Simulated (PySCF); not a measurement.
**CH4Br2Si: electronic excitations and core binding energies**

What electronic excitations and core binding energies should CH4Br2Si (`C[SiH](Br)Br`) show?

Computed with PySCF 2.14.0, with density-fitted response routines of our own, on a single molecule in the gas phase. Atoms are numbered from 0 throughout.

## 1. The molecule as given

8 atoms, charge 0, multiplicity 1; geometry from: GFN2-xTB.

Bonds of the start (Å): C0–Si1 1.88, Si1–Br2 2.22, Si1–Br3 2.22, C0–H4 1.09, C0–H5 1.09, C0–H6 1.09, Si1–H7 1.45.

## 2. Ultraviolet spectrum: wB97X-D/def2-SVPD

The job: settings as JSON, then the geometry in Å.

```
{"job": {"kind": "uv", "xc": "wB97X-D", "basis": "def2-SVPD", "nstates": 8, "ntriplets": 3}, "charge": 0, "multiplicity": 1}
C     -1.064329    -0.021382    -0.002973
Si     0.809250     0.027423     0.192687
Br     1.624628     1.797114    -0.876468
Br     1.692787    -1.776911    -0.757887
H     -1.527023     0.856346     0.439979
H     -1.481755    -0.900553     0.480462
H     -1.350908    -0.054398    -1.052621
H      1.306407     0.081775     1.552256
```

With the program's defaults for keys left out, this is: TDDFT wB97X-D/def2-SVPD, vertical, gas phase, core orbitals frozen in the response.

Command:

```bash
OMP_NUM_THREADS=1 python probes_run.py task.json out
```

The driver reads the jobs from task.json and runs them one after another.

Standard output:

```text
coarse grid: 36144 points
cycle   1  E = -5477.7481187424  dE = -1.890e+00  |g| = 3.641e-01  |ddm| = 3.545e+00
cycle   2  E = -5477.7661212484  dE = -1.800e-02  |g| = 2.816e-01  |ddm| = 1.241e+00
cycle   3  E = -5477.7903131043  dE = -2.419e-02  |g| = 3.636e-02  |ddm| = 5.315e-01
cycle   4  E = -5477.7905535666  dE = -2.405e-04  |g| = 9.469e-03  |ddm| = 6.573e-02
cycle   5  E = -5477.7905768551  dE = -2.329e-05  |g| = 2.522e-03  |ddm| = 2.454e-02
cycle   6  E = -5477.7905789665  dE = -2.111e-06  |g| = 6.732e-04  |ddm| = 5.608e-03
final grid: 70776 points
cycle   7  E = -5477.7903813872  dE = -5.459e-07  |g| = 7.072e-04  |ddm| = 5.276e-03
cycle   8  E = -5477.7903814340  dE = -4.689e-08  |g| = 5.474e-04  |ddm| = 1.451e-03
cycle   9  E = -5477.7903814732  dE = -3.913e-08  |g| = 3.966e-05  |ddm| = 5.542e-04
cycle  10  E = -5477.7903814745  dE = -1.301e-09  |g| = 2.145e-05  |ddm| = 1.407e-04
cycle  11  E = -5477.7903814747  dE = -2.101e-10  |g| = 4.157e-06  |ddm| = 5.841e-05
converged SCF energy = -5477.7903814747

Static polarisability (au): isotropic 80.357, principal 67.961 81.320 91.790

Singlet excitations
state   eV       nm        f      main configurations
  1   6.9132    179.3   0.04631   H->L 0.84, H-3->L+1 0.10
  2   6.9260    179.0   0.02008   H-1->L 0.88
  3   7.0664    175.5   0.00000   H-2->L 0.73, H-1->L+1 0.21
  4   7.2856    170.2   0.03528   H->L+1 0.51, H-3->L 0.41
  5   7.5235    164.8   0.00021   H-1->L+1 0.66, H-2->L 0.18
  6   7.6421    162.2   0.00010   H-3->L 0.51, H->L+1 0.37
  7   7.7820    159.3   0.03639   H-2->L+1 0.79
  8   8.0435    154.1   0.00205   H->L+2 0.43, H-3->L+1 0.42

Triplet excitations (Tamm-Dancoff, eV): 6.3813 6.5440 6.6435
```

Run time: 27 s. Hardware: 1 thread of Arm Neoverse V1, shared host; peak memory 0.7 GiB.

Frontier orbitals and where they lie:

```csv
orbital,eV,atoms
HOMO−3,-10.82,"Br2 40 %, Br3 40 %, Si1 13 %"
HOMO−2,-10.58,"Br2 46 %, Br3 44 %, Si1 8 %"
HOMO−1,-10.34,"Br3 36 %, Br2 35 %, Si1 11 %"
HOMO,-10.21,"Br3 49 %, Br2 48 %"
LUMO,1.26,"Br2 32 %, Br3 31 %, Si1 24 %"
LUMO+1,1.64,"Si1 28 %, Br2 27 %, Br3 27 %"
LUMO+2,1.91,"Si1 32 %, Br3 16 %, Br2 16 %"
```

With each of the 8 states as a Gaussian band of 0.4 eV half-width at 1/e, the curve within the window shown has maxima at 177 nm (ε 3,500) L/(mol cm). Beyond the last state computed it falls off for lack of states. The curve at chosen wavelengths:

nm, ε (L/mol/cm) and a bar:
```
      149        254 
      151        486 ##
      153        806 #####
      155       1172 #########
      157       1518 ############
      158       1666 #############
      160       1895 ###############
      162       2050 #################
      164       2182 ##################
      166       2341 ###################
      168       2558 #####################
      170       2824 ########################
      172       3101 ###########################
      173       3227 ############################
      175       3415 #############################
      177       3476 ##############################
      179       3379 #############################
      181       3124 ###########################
      183       2741 #######################
      185       2280 ###################
      187       1799 ##############
      188       1567 ############
      190       1146 ########
      192        798 #####
      194        531 ###
      196        338 #
```

Leading natural transition orbitals of singlet state 1: the hole lies on Br2, Br3 about 48 % each; the particle on Si1 34 %; Br2, Br3 about 26 % each; H7 9 %.

Further results of this job:

```csv
property,computed
dipole moment (D),2.20
polarisability (Å³),11.91
HOMO–LUMO gap (eV),11.47
−ε(HOMO) (eV),10.21
```

Orbitals, density, ELF and potential are computed afterwards from the orbital file.

Frontier orbitals at wB97X-D/def2-SVPD, with the share of their density that lies nearest to each atom:

```csv
orbital,energy (eV),lies on
HOMO,-10.21,"Br2, Br3 about 49 % each"
LUMO,1.26,"Si1 29 %; Br2, Br3 about 26 % each; H7 12 %"
```

ELF in a plane through or near 4 of the atoms.

Ten even steps from '0' (0.00) to '9' (1.00):
```
0000000000000000000000000000
0000000000000000000000000000
0000012333321000000000000000
0001245666654200000000000000
0014577888875300000000000000
0015678888875200014531000000
0025678777763100389997200000
0014566677763212699998400000
0001223455211366799997300000
0000001221575198436863100000
0000001221575198547863100000
0001223455211366799998300000
0013556677763212799999400000
0015678877764100389997200000
0015678888775300014531000000
0014577888876400000000000000
0001245666654200000000000000
0000012333321000000000000000
0000000000000000000000000000
0000000000000000000000000000
```
The map spans 8.6 Å across and 8.8 Å up, centred on the molecule. Atoms in the plane (x, y in Å): C0 (1.1, 0.0), Si1 (-0.8, 0.0), H4 (1.5, 0.9), H5 (1.5, -0.9).

On the surface of density 0.002 e/bohr³ the electrostatic potential runs, from the 1st to the 99th percentile, from -0.51 V near Br3 to 1.31 V near H7.

## 3. Core holes by ΔSCF: SCAN, X2C

Same as in step 2 but for these lines:

```diff
@@ -1,2 +1,2 @@
-{"job": {"kind": "uv", "xc": "wB97X-D", "basis": "def2-SVPD", "nstates": 8, "ntriplets": 3}, "charge": 0, "multiplicity": 1}
+{"job": {"kind": "xps"}, "charge": 0, "multiplicity": 1}
 C     -1.064329    -0.021382    -0.002973
```

With the program's defaults for keys left out, this is: delta-SCF UKS SCAN, pcX-2 on the ionised atom, pcseg-1 elsewhere, spin-free X2C.

Standard output:

```text
ground state, core basis on atom 0 (C), 137 functions
  cycle   1  E = -5527.87577164  |g| = 4.52e-01
  cycle   2  E = -5527.83581990  |g| = 5.83e-01
  cycle   3  E = -5527.93087676  |g| = 5.07e-02
  cycle   4  E = -5527.93163976  |g| = 1.86e-02
  cycle   5  E = -5527.93172313  |g| = 8.31e-03
  cycle   6  E = -5527.93174352  |g| = 1.91e-03
  cycle   7  E = -5527.93174751  |g| = 4.03e-04
  E(ground) = -5528.25557420 Eh
hole in C 1s of atom 0
  cycle   1  E = -5516.67809500  |g| = 1.50e+00
  cycle   2  E = -5516.02341034  |g| = 1.77e+00
  cycle   3  E = -5517.18365820  |g| = 3.53e-01
  cycle   4  E = -5517.21927718  |g| = 2.05e-01
  cycle   5  E = -5517.24666441  |g| = 4.57e-02
  cycle   6  E = -5517.24781378  |g| = 7.81e-03
  cycle   7  E = -5517.24784770  |g| = 3.43e-03
  cycle   8  E = -5517.24786084  |g| = 8.72e-04
  cycle   9  E = -5517.24786028  |g| = 4.21e-04
  E(ion) = -5517.56957377 Eh   <S^2> = 0.7668   hole on atom = 1.000   binding energy = 290.781 eV
ground state, core basis on atom 1 (Si), 148 functions
  cycle   1  E = -5528.02937378  |g| = 2.89e-01
  cycle   2  E = -5528.02930591  |g| = 4.60e-02
  cycle   3  E = -5528.02896282  |g| = 5.03e-02
  cycle   4  E = -5528.02961296  |g| = 9.91e-03
  cycle   5  E = -5528.02964275  |g| = 5.50e-04
  cycle   6  E = -5528.02964097  |g| = 1.58e-04
  E(ground) = -5528.31208098 Eh
hole in Si 1s of atom 1
  cycle   1  E = -5459.03461309  |g| = 4.35e+00
  cycle   2  E = -5458.33213745  |g| = 2.52e+00
  cycle   3  E = -5458.91510168  |g| = 1.25e+00
  cycle   4  E = -5459.97096259  |g| = 4.56e-01
  cycle   5  E = -5460.10003888  |g| = 8.22e-02
  cycle   6  E = -5460.10154498  |g| = 5.24e-02
  cycle   7  E = -5460.10314508  |g| = 1.08e-02
  cycle   8  E = -5460.10321534  |g| = 2.59e-03
  cycle   9  E = -5460.10321773  |g| = 7.53e-04
  cycle  10  E = -5460.10321684  |g| = 3.02e-04
  E(ion) = -5460.38929364 Eh   <S^2> = 0.7526   hole on atom = 1.000   binding energy = 1848.273 eV
hole in Si 2p of atom 1
  cycle   1  E = -5523.70149106  |g| = 1.25e+00
  cycle   2  E = -5522.97372821  |g| = 1.55e+00
  cycle   3  E = -5523.86264054  |g| = 4.99e-01
  cycle   4  E = -5524.02575515  |g| = 1.31e-01
  cycle   5  E = -5524.03588151  |g| = 3.55e-02
  cycle   6  E = -5524.03654112  |g| = 1.20e-02
  cycle   7  E = -5524.03662155  |g| = 2.71e-03
  cycle   8  E = -5524.03662941  |g| = 6.64e-04
  cycle   9  E = -5524.03662616  |g| = 2.33e-04
  E(ion) = -5524.32578777 Eh   <S^2> = 0.7521   hole on atom = 1.003   binding energy = 108.473 eV
  2p3/2 = 108.324 eV   2p1/2 = 108.954 eV
```

Wall time 16 s (1 thread of Arm Neoverse V1, shared host); peak memory 0.58 GiB.

The holes in one table. −ε is the ground-state orbital energy:

```csv
hole,stands for,environment,ΔSCF (eV; 2p as the shell's mean),−ε (eV),⟨S²⟩
C1s on C0,C0,methyl carbon bonded to Si,290.78,273.9,0.767
Si1s on Si1,Si1,"silicon bonded to C, 2 Br, H",1848.27,1795.2,0.753
Si2p on Si1,Si1,"silicon bonded to C, 2 Br, H",108.53,97.9,0.752
```

With the spin-orbit splitting: Si1 2p3/2 108.32, 2p1/2 108.95 eV. The table gives each 2p level as the mean over the whole 2p shell (two parts 2p3/2, one part 2p1/2), which differs a little from the single hole in the log.

## 4. Summary of results

| quantity | value |
| --- | --- |
| lowest singlet (wB97X-D/def2-SVPD) | 6.91 eV (179 nm), f = 0.046 |
| lowest triplet | 6.38 eV |
| surface potential, 1st and 99th percentile | -0.51 V and 1.31 V |
| C1s binding energies, SCAN/pcX-2 | C0 290.78 eV |
| Si1s binding energies, SCAN/pcX-2 | Si1 1848.27 eV |
| Si2p binding energies, SCAN/pcX-2 | Si1 108.53 eV |

What this shows: The first singlet state (HOMO→LUMO 0.84, HOMO−3→LUMO+1 0.10) lies at 6.91 eV and is weak; of the 8 states computed, the strongest absorption comes from states 1 to 2 together at 6.91 eV. The lowest triplet lies 0.53 eV below the lowest singlet (triplets in Tamm-Dancoff, singlets in full TDDFT).
